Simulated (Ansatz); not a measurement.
**BCl3H2O3Si: up Jacob's ladder to CCSD(T)**

An exercise on one series of results from a longer session: the logs are not shown, and one member is left open.

The runs use Ansatz 0.2.0, Gaussian basis; functionals in def2-TZVPP, the program's frozen cores in correlated methods.

The runs, in order: PBE-D4, r2SCAN-D4, PBE0-D4, B3LYP-D4, ωB97X-V, ωB97M-V, B2PLYP; CCSD(T)/def2-TZVPP; MP2/def2-QZVPP; extrapolation to the limit.

## Structure used throughout

All runs share one geometry, relaxed beforehand with PBE0-D4 in a triple-zeta def2 set.

SMILES `OB(O)O[Si](Cl)(Cl)Cl`, 10 atoms, charge 0, spin multiplicity 1.

Atoms are counted from 1 here; the program's logs count them from 0.

Bond lengths: O1–B2 1.357 Å, O1–H9 0.960 Å, B2–O3 1.360 Å, B2–O4 1.378 Å, O3–H10 0.960 Å, O4–Si5 1.614 Å, Si5–Cl6 2.024 Å, Si5–Cl7 2.024 Å, Si5–Cl8 2.024 Å. Angles: B2–O1–H9 112.9°, O1–B2–O3 120.9°, O1–B2–O4 119.1°, O3–B2–O4 120.0°, B2–O3–H10 112.9°, B2–O4–Si5 135.2°, O4–Si5–Cl6 111.0°, O4–Si5–Cl7 106.9°, O4–Si5–Cl8 111.0°, Cl6–Si5–Cl7 109.2°, Cl6–Si5–Cl8 109.5°, Cl7–Si5–Cl8 109.2°.

The first run:

in.yaml reads:

```yaml
crystal:
  periodic: [false, false, false]
  atoms:
    - {symbol: O, position_ang: [-1.072629, 1.216337, -0.751125]}
    - {symbol: B, position_ang: [-1.022920, 0.341288, 0.284267]}
    - {symbol: O, position_ang: [-2.066243, 0.220427, 1.148274]}
    - {symbol: O, position_ang: [0.105550, -0.431455, 0.454664]}
    - {symbol: Si, position_ang: [1.513412, -0.588313, -0.319155]}
    - {symbol: Cl, position_ang: [2.544184, 1.153944, -0.308556]}
    - {symbol: Cl, position_ang: [2.577164, -1.996931, 0.671188]}
    - {symbol: Cl, position_ang: [1.226900, -1.191896, -2.230051]}
    - {symbol: H, position_ang: [-1.896925, 1.706951, -0.785307]}
    - {symbol: H, position_ang: [-1.908502, -0.430362, 1.835791]}
basis:
  gaussian: {orbitals: def2-TZVPP}
hamiltonian: {xc: pbe, dispersion: d4}
output: {forces: true, orbitals: {seedname: orbitals}}
```

Command:

```sh
$ ansatz run in.yaml --threads 2 --pin off --events-out ev --progress --plain --max-ram 22528MiB --backend cuda --devices 0, --max-vram 18GiB
```

Among the steps run: PBE-D4 (GGA); r2SCAN-D4 (meta-GGA); PBE0-D4 (hybrid); B3LYP-D4 (hybrid); ωB97X-V (range-separated); ωB97M-V (range-separated); B2PLYP (double hybrid); CCSD(T) in def2-TZVPP; MP2 in def2-QZVPP.

One of the session's tables, all rows but one given; the rest of the session is left out.

It belongs to the step «Atomisation energies». 

```
            method  atomisation energy (eV)
            PBE-D4                   45.026
         r2SCAN-D4                   44.486
           PBE0-D4                   43.995
          B3LYP-D4                   43.574
           ωB97X-V                   44.144
           ωB97M-V                   44.401
            B2PLYP                   43.366
     HF/def2-TZVPP                   31.981
    MP2/def2-TZVPP                        ?
   CCSD/def2-TZVPP                   41.810
CCSD(T)/def2-TZVPP                   42.680
           MP2/CBS                   46.253
       CCSD(T)/CBS                   44.163
```

Estimate the missing values for MP2/def2-TZVPP.

As computed: atomisation energy (eV): 44.770. In the column «atomisation energy (eV)» it lies between r2SCAN-D4 (44.486) and PBE-D4 (45.026).
